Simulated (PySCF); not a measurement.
# WO₄ (-2): NMR shieldings

Aim: compute the NMR shieldings of WO₄ (-2) (`[O]=[W-2](=[O])(=[O])=[O]`).

Computed with PySCF 2.14.0 and routines of our own; the level stands in each step. Atoms count from 0.

3 further runs of the same task are left out: 3 for a basis unfit for spin-orbit shieldings.

## Step 1: The system as given

5 atoms, charge -2, multiplicity 1; geometry from: GFN2-xTB.

## Step 2: NMR shieldings: PBE0/x2c-SVPall-2c, spin-free

What the job is given:

```
{"job": {"xc": "PBE0", "basis": "x2c-SVPall-2c", "rel": "sf", "kind": "hnmr"}, "charge": -2, "multiplicity": 1}
W     -0.000050    -0.000670     0.000130
O      0.011250    -0.018680     1.803500
O      1.696500     0.011620    -0.611290
O     -0.857340     1.476060    -0.581050
O     -0.850360    -1.468330    -0.611300
```

With the program's defaults for keys left out, this is: PBE0/x2c-SVPall-2c GIAO NMR shielding, spin-free X2C, Gaussian nuclei, gas phase.

On the command line:

```bash
$ OMP_NUM_THREADS=1 python heavy_run.py task.json out
```

This one command runs all jobs of the session in turn.

Standard output:

```text
spin-free SCF
coarse grid: 29656 points
cycle   1  E = -16441.5924971227  dE =  8.379e-01  |g| = 2.954e+00  |ddm| = 2.867e+00
cycle   2  E = -16431.4648493950  dE =  1.013e+01  |g| = 7.800e+00  |ddm| = 1.025e+01
cycle   3  E = -16443.2136484797  dE = -1.175e+01  |g| = 6.505e-01  |ddm| = 8.121e+00
cycle   4  E = -16443.2740630792  dE = -6.041e-02  |g| = 3.553e-01  |ddm| = 7.071e-01
cycle   5  E = -16443.2909607238  dE = -1.690e-02  |g| = 1.223e-01  |ddm| = 2.313e-01
cycle   6  E = -16443.2929350644  dE = -1.974e-03  |g| = 7.222e-02  |ddm| = 8.456e-02
cycle   7  E = -16443.2939152882  dE = -9.802e-04  |g| = 1.660e-02  |ddm| = 5.132e-02
cycle   8  E = -16443.2939580794  dE = -4.279e-05  |g| = 6.800e-04  |ddm| = 9.853e-03
cycle   9  E = -16443.2939580825  dE = -3.129e-09  |g| = 5.883e-04  |ddm| = 7.817e-04
final grid: 60424 points
cycle  10  E = -16443.3038339890  dE =  5.258e-07  |g| = 1.780e-03  |ddm| = 1.739e-03
cycle  11  E = -16443.3038296466  dE =  4.342e-06  |g| = 4.960e-03  |ddm| = 4.687e-03
cycle  12  E = -16443.3038346185  dE = -4.972e-06  |g| = 1.019e-04  |ddm| = 3.468e-03
cycle  13  E = -16443.3038346191  dE = -5.930e-10  |g| = 7.270e-05  |ddm| = 1.132e-04
converged SCF energy = -16443.3038346191
check of the scalar solution
cycle   1  E = -16443.3038346191  dE = -1.644e+04  |FDS-SDF| = 7.270e-05
cycle   2  E = -16443.3038346162  dE =  2.823e-09  |FDS-SDF| = 1.476e-04
cycle   3  E = -16443.3038346200  dE = -3.780e-09  |FDS-SDF| = 4.847e-06
converged, E = -16443.3038346200

Field gradients (au) and densities at the nuclei (bohr^-3)
atom        Vxx        Vyy        Vzz        centre      nuclear mean
  0 W      0.0202     0.0301    -0.0503    1250025.039    1220678.611
  1 O     -0.0614    -0.0633     0.1248        286.917        286.916
  2 O     -0.0621    -0.0630     0.1250        286.917        286.916
  3 O     -0.0624    -0.0638     0.1262        286.917        286.917
  4 O     -0.0613    -0.0621     0.1234        286.917        286.916
without picture change
  0 W                           -0.0521                   3239399.196

Core orbital energies (eV)
atom   shell        mean    spread
  0 W  1s       -69401.254   0.000
  0 W  2s       -12005.450   0.000
  0 W  3s        -2774.129   0.000
  0 W  4s         -573.073   0.000
  0 W  5s          -73.574   0.000
  0 W  2p       -10533.773   0.009
  0 W  3p        -2334.128   0.006
  0 W  4p         -427.287   0.002
  0 W  5p          -36.881   0.001
  0 W  3d        -1810.164   0.001
  0 W  4d         -237.416   0.008
  0 W  4f          -27.552   0.037

Shielding tensors (ppm)
atom      isotropic    diamagn.    paramagn.     s11        s22        s33       span
  0 W      1120.14     8902.23    -7782.09    1118.62    1120.58    1121.22       2.60
  1 O      -165.07      403.98     -569.05    -264.99    -263.43      33.20     298.19
  2 O      -165.09      403.98     -569.06    -264.71    -263.72      33.17     297.88
  3 O      -165.10      403.97     -569.08    -264.66    -263.73      33.08     297.74
  4 O      -165.08      403.99     -569.07    -264.61    -263.91      33.28     297.89
```

Run time: 37 s. Hardware: 1 thread of Intel Xeon Platinum 8375C at 2.90GHz, shared host; peak memory 0.81 GiB.

## Step 3: NMR shieldings: PBE0/x2c-SVPall-2c in water, spin-free

What the job is given:

```
{"job": {"xc": "PBE0", "basis": "x2c-SVPall-2c", "rel": "sf", "solvent": "water", "kind": "hnmr"}, "charge": -2, "multiplicity": 1}
W     -0.000050    -0.000670     0.000130
O      0.011250    -0.018680     1.803500
O      1.696500     0.011620    -0.611290
O     -0.857340     1.476060    -0.581050
O     -0.850360    -1.468330    -0.611300
```

Level: PBE0/x2c-SVPall-2c GIAO NMR shielding, spin-free X2C, Gaussian nuclei, IEF-PCM water.

Standard output:

```text
spin-free SCF
coarse grid: 29656 points
cycle   1  E = -16441.9586007391  dE =  4.721e-01  |g| = 2.935e+00  |ddm| = 2.867e+00
cycle   2  E = -16432.5635544246  dE =  9.395e+00  |g| = 7.592e+00  |ddm| = 9.105e+00
cycle   3  E = -16443.5602316858  dE = -1.100e+01  |g| = 6.367e-01  |ddm| = 7.077e+00
cycle   4  E = -16443.6203382311  dE = -6.011e-02  |g| = 3.320e-01  |ddm| = 6.562e-01
cycle   5  E = -16443.6348164402  dE = -1.448e-02  |g| = 9.970e-02  |ddm| = 2.012e-01
cycle   6  E = -16443.6365770163  dE = -1.761e-03  |g| = 3.623e-02  |ddm| = 5.862e-02
cycle   7  E = -16443.6366968582  dE = -1.198e-04  |g| = 2.489e-02  |ddm| = 3.374e-02
cycle   8  E = -16443.6368163459  dE = -1.195e-04  |g| = 6.731e-04  |ddm| = 1.648e-02
cycle   9  E = -16443.6368164140  dE = -6.806e-08  |g| = 2.165e-04  |ddm| = 5.835e-04
final grid: 60424 points
cycle  10  E = -16443.6466924455  dE =  3.346e-08  |g| = 6.626e-04  |ddm| = 7.475e-04
cycle  11  E = -16443.6466920640  dE =  3.815e-07  |g| = 1.597e-03  |ddm| = 1.489e-03
cycle  12  E = -16443.6466925143  dE = -4.503e-07  |g| = 6.821e-05  |ddm| = 1.108e-03
cycle  13  E = -16443.6466925151  dE = -7.967e-10  |g| = 1.039e-05  |ddm| = 4.805e-05
converged SCF energy = -16443.6466925151
check of the scalar solution
cycle   1  E = -16443.6466925152  dE = -1.644e+04  |FDS-SDF| = 1.039e-05
cycle   2  E = -16443.6466925151  dE =  4.002e-11  |FDS-SDF| = 1.134e-05
converged, E = -16443.6466925151

Field gradients (au) and densities at the nuclei (bohr^-3)
atom        Vxx        Vyy        Vzz        centre      nuclear mean
  0 W      0.0200     0.0301    -0.0500    1250024.693    1220678.274
  1 O     -0.0562    -0.0581     0.1143        286.918        286.918
  2 O     -0.0568    -0.0578     0.1147        286.919        286.918
  3 O     -0.0571    -0.0585     0.1157        286.918        286.918
  4 O     -0.0561    -0.0568     0.1129        286.918        286.918
without picture change
  0 W                           -0.0516                   3239398.293

Core orbital energies (eV)
atom   shell        mean    spread
  0 W  1s       -69410.623   0.000
  0 W  2s       -12014.820   0.000
  0 W  3s        -2783.501   0.000
  0 W  4s         -582.447   0.000
  0 W  5s          -82.953   0.000
  0 W  2p       -10543.142   0.009
  0 W  3p        -2343.500   0.006
  0 W  4p         -436.660   0.002
  0 W  5p          -46.267   0.001
  0 W  3d        -1819.535   0.001
  0 W  4d         -246.789   0.008
  0 W  4f          -36.925   0.037

Shielding tensors (ppm)
atom      isotropic    diamagn.    paramagn.     s11        s22        s33       span
  0 W      1096.68     8902.26    -7805.57    1095.09    1097.17    1097.79       2.70
  1 O      -157.67      403.14     -560.81    -254.93    -253.29      35.21     290.14
  2 O      -157.93      403.14     -561.06    -254.91    -253.88      35.01     289.91
  3 O      -157.69      403.13     -560.82    -254.57    -253.55      35.05     289.63
  4 O      -157.94      403.14     -561.08    -254.82    -254.13      35.14     289.96
```

Wall time 34 s (1 thread of Intel Xeon Platinum 8375C at 2.90GHz, shared host); peak memory 0.81 GiB.

## Step 4: NMR shieldings: PBE0/x2c-SVPall-2c in dichloromethane, spin-free

What the job is given:

```
{"job": {"xc": "PBE0", "basis": "x2c-SVPall-2c", "rel": "sf", "solvent": "dichloromethane", "kind": "hnmr"}, "charge": -2, "multiplicity": 1}
W     -0.000050    -0.000670     0.000130
O      0.011250    -0.018680     1.803500
O      1.696500     0.011620    -0.611290
O     -0.857340     1.476060    -0.581050
O     -0.850360    -1.468330    -0.611300
```

With the program's defaults for keys left out, this is: PBE0/x2c-SVPall-2c GIAO NMR shielding, spin-free X2C, Gaussian nuclei, IEF-PCM dichloromethane.

Standard output:

```text
spin-free SCF
coarse grid: 29656 points
cycle   1  E = -16441.9204390872  dE =  5.102e-01  |g| = 2.938e+00  |ddm| = 2.867e+00
cycle   2  E = -16432.4217306941  dE =  9.499e+00  |g| = 7.623e+00  |ddm| = 9.221e+00
cycle   3  E = -16443.5252213868  dE = -1.110e+01  |g| = 6.393e-01  |ddm| = 7.186e+00
cycle   4  E = -16443.5856032368  dE = -6.038e-02  |g| = 3.347e-01  |ddm| = 6.609e-01
cycle   5  E = -16443.6003789996  dE = -1.478e-02  |g| = 1.014e-01  |ddm| = 2.037e-01
cycle   6  E = -16443.6021301080  dE = -1.751e-03  |g| = 4.119e-02  |ddm| = 6.093e-02
cycle   7  E = -16443.6023388820  dE = -2.088e-04  |g| = 2.374e-02  |ddm| = 3.641e-02
cycle   8  E = -16443.6024458635  dE = -1.070e-04  |g| = 6.507e-04  |ddm| = 1.557e-02
cycle   9  E = -16443.6024459243  dE = -6.077e-08  |g| = 2.196e-04  |ddm| = 5.671e-04
final grid: 60424 points
cycle  10  E = -16443.6123219767  dE =  4.140e-08  |g| = 6.973e-04  |ddm| = 7.769e-04
cycle  11  E = -16443.6123215389  dE =  4.378e-07  |g| = 1.700e-03  |ddm| = 1.589e-03
cycle  12  E = -16443.6123220547  dE = -5.158e-07  |g| = 6.594e-05  |ddm| = 1.180e-03
cycle  13  E = -16443.6123220555  dE = -7.676e-10  |g| = 9.853e-06  |ddm| = 4.647e-05
converged SCF energy = -16443.6123220555
check of the scalar solution
cycle   1  E = -16443.6123220554  dE = -1.644e+04  |FDS-SDF| = 9.853e-06
cycle   2  E = -16443.6123220554  dE =  1.091e-11  |FDS-SDF| = 9.039e-06
converged, E = -16443.6123220554

Field gradients (au) and densities at the nuclei (bohr^-3)
atom        Vxx        Vyy        Vzz        centre      nuclear mean
  0 W      0.0198     0.0302    -0.0500    1250024.720    1220678.300
  1 O     -0.0568    -0.0587     0.1155        286.917        286.917
  2 O     -0.0575    -0.0585     0.1160        286.918        286.918
  3 O     -0.0578    -0.0592     0.1170        286.918        286.917
  4 O     -0.0568    -0.0574     0.1142        286.918        286.918
without picture change
  0 W                           -0.0515                   3239398.363

Core orbital energies (eV)
atom   shell        mean    spread
  0 W  1s       -69409.684   0.000
  0 W  2s       -12013.881   0.000
  0 W  3s        -2782.562   0.000
  0 W  4s         -581.508   0.000
  0 W  5s          -82.013   0.000
  0 W  2p       -10542.203   0.009
  0 W  3p        -2342.561   0.006
  0 W  4p         -435.721   0.002
  0 W  5p          -45.327   0.001
  0 W  3d        -1818.596   0.001
  0 W  4d         -245.849   0.008
  0 W  4f          -35.986   0.037

Shielding tensors (ppm)
atom      isotropic    diamagn.    paramagn.     s11        s22        s33       span
  0 W      1099.83     8902.25    -7802.43    1098.31    1100.32    1100.85       2.54
  1 O      -158.06      403.23     -561.29    -255.44    -253.81      35.08     290.52
  2 O      -158.54      403.22     -561.76    -255.70    -254.72      34.80     290.49
  3 O      -158.30      403.22     -561.52    -255.41    -254.32      34.82     290.23
  4 O      -158.47      403.23     -561.70    -255.50    -254.87      34.94     290.44
```

Run time: 33 s. Hardware: 1 thread of Intel Xeon Platinum 8375C at 2.90GHz, shared host; peak memory 0.81 GiB.

## Step 5: Shieldings side by side

```csv
run,W0,O3,O1,O2,O4,time
"step 2, PBE0/x2c-SVPall-2c, spin-free",1120.1,-165.1,-165.1,-165.1,-165.1,37 s
"step 3, PBE0/x2c-SVPall-2c in water, spin-free",1096.7,-157.7,-157.7,-157.9,-157.9,34 s
"step 4, PBE0/x2c-SVPall-2c in dichloromethane, spin-free",1099.8,-158.3,-158.1,-158.5,-158.5,33 s
```

## Step 6: Outcome

```
                                                             quantity                                                      value
                   shieldings (step 2, PBE0/x2c-SVPall-2c, spin-free)  W0 1120.1, O1 -165.1, O2 -165.1, O3 -165.1, O4 -165.1 ppm
          shieldings (step 3, PBE0/x2c-SVPall-2c in water, spin-free)  W0 1096.7, O1 -157.7, O2 -157.9, O3 -157.7, O4 -157.9 ppm
shieldings (step 4, PBE0/x2c-SVPall-2c in dichloromethane, spin-free)  W0 1099.8, O1 -158.1, O2 -158.5, O3 -158.3, O4 -158.5 ppm
```

In words: In step 2 the highest level lies above zero, so the outer electrons are held by the basis. A continuum can't give the shift that close solvent molecules cause at an ion. W0 moves most between the runs, by 23 ppm; the labels say what changes from run to run. No run holds spin-orbit coupling, which is large for shieldings at and beside heavy atoms. The geometry comes from tight binding, which is rough for metal atoms, and these values hang on it.
